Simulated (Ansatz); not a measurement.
**Ga: band structure with PBEsol**

Ga, a slab with vacuum:

```
Ga
1.0
     2.80800    0.00000    0.00000
     0.00000    4.45800    0.00000
     0.00000    0.00000   24.82800
Ga
8
Direct
  0.50000 0.50000 0.30208
  0.00000 0.00000 0.35863
  0.50000 0.50000 0.41518
  0.00000 0.00000 0.47173
  0.50000 0.50000 0.52827
  0.00000 0.00000 0.58482
  0.50000 0.50000 0.64137
  0.00000 0.00000 0.69792
```

The slab is cut from a database's or a generator's crystal, which needn't be the stable form of the element.

The cell isn't the ideal one: the (1 0 0) slab of Ga, cut from the database cell, not relaxed.

```json
{
 "Program": "Ansatz 0.2.0",
 "Task": "band structure",
 "Functional": "PBEsol",
 "Potentials or basis": "Ansatz PAW",
 "Cutoff": "420 eV (not typed: the program's choice for these potentials)",
 "k mesh": "9 × 6 × 1",
 "Occupations": "fermi-dirac, width 0.05 eV",
 "Spin": "no spin polarisation",
 "Boundary along the surface normal": "dipole_correction",
 "Path": "[[\"G\", \"X\", \"S\", \"Y\", \"G\", \"S\"]]",
 "Points for each segment of the path": "10",
 "Miller": "[1, 0, 0]",
 "Bulk formula": "Ga"
}
```

- Largest force: 0.223 eV/Å
- Band gap on the k mesh: none (metal or under the smearing width)
- Work function of the upper face: 4.17 eV
- Work function of the lower face: 4.17 eV
- Dipole across the slab: 0.000 e·Å

Forces on the atoms (eV/Å):
```
Ga   0.000  0.000  0.137
Ga   0.000  0.000 -0.223
Ga   0.000  0.000  0.004
Ga   0.000  0.000  0.088
Ga   0.000  0.000 -0.088
Ga   0.000  0.000 -0.004
Ga   0.000  0.000  0.223
Ga   0.000  0.000 -0.137
```

Levels at the corners of the path, in eV from the Fermi level:
| point | band 51 | band 52 | band 53 | band 54 | band 55 | band 56 |
| --- | --- | --- | --- | --- | --- | --- |
| Γ | -1.19 | -0.87 | -0.71 | 0.58 | 0.84 | 1.39 |
| X | 0.90 | 0.90 | 1.11 | 1.11 | 1.52 | 1.52 |
| S | -2.01 | -2.01 | -1.36 | -1.36 | -0.65 | -0.65 |
| Y | -0.94 | -0.94 | 1.55 | 1.55 | 3.82 | 3.82 |
| Γ | -1.19 | -0.87 | -0.71 | 0.58 | 0.84 | 1.39 |
| S | -2.01 | -2.01 | -1.36 | -1.36 | -0.65 | -0.65 |

Run time: 59 s on 4 threads of Arm Neoverse V1, on a shared host, peak memory 1.2 GiB.

Caveat: the PAW data sets come from PBE, with cores solved anew for the run's functional, which leaves a small shift of forces and pressure.
